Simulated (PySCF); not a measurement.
**MgBe+: from the state search to spectroscopic constants**

An exercise on one series of results from a longer session: the logs are not shown, and one member is left open.

Computed with PySCF 2.14.0. Level: Mg aug-pcseg-1, Be aug-pcseg-1, no relativity.

Set-up of the first run:

Settings of the job:

| Quantity | Value |
| --- | --- |
| atoms | Mg, Be |
| charge | 1 |
| basis | Mg aug-pcseg-1, Be aug-pcseg-1 |
| Hamiltonian | no relativity |
| basis functions | 27 |
| electrons treated | 15 |
| masses in u | 23.9850, 9.0122 |
| levels | PBE0, PBE, r²SCAN, M06-2X, revPBE, B97-3, ωB97X, HF, MP2, SCS-MP2, CCSD, CCSD(T) |
| grid | 80 radial by 434 angular points |
| occupations | held fixed by the projection of orbital angular momentum |
| dissociation limit | Mg+ + Be, each in its ground configuration |
| starting distance in angstrom | 2.415 |
| values of 2S to try | 1, 3 |

Run with:

```
> OMP_NUM_THREADS=1 python dia.py task.json out
```

Among the steps run: Set-up; The PBE0 curve of the state that the search chose; Higher solutions at PBE0; PBE; r²SCAN (meta-GGA); M06-2X; revPBE (GGA); B97-3; ωB97X; ROHF (mean field); MP2 and coupled cluster.

One table of the session follows, with a row left open; its other results are not shown here.

It belongs to the step «Constants by level of theory». 

```
       level  Re (Å)  ωe (cm⁻¹)  De (eV)
        ROHF   2.856      244.3     0.54
    ROHF-MP2   2.795      256.0     0.61
ROHF-SCS-MP2   2.808      251.2     0.59
   ROHF-CCSD   2.788      264.1     0.56
ROHF-CCSD(T)   2.784      266.3     0.57
         PBE   2.646        330     1.24
      revPBE   2.668        322     1.17
      r²SCAN   2.661        329     1.17
        PBE0   2.655        328     1.14
       B97-3   2.666        319     1.17
      M06-2X       ?          ?        ?
       ωB97X   2.686        314     0.97
```

Q: Estimate the row for M06-2X from the others.

**Answer.** Re (Å): 2.683; ωe (cm⁻¹): 308; De (eV): 1.22. In the column «Re (Å)» it lies between revPBE (2.668) and ωB97X (2.686).

De is counted to Mg+ + Be in their ground configurations.
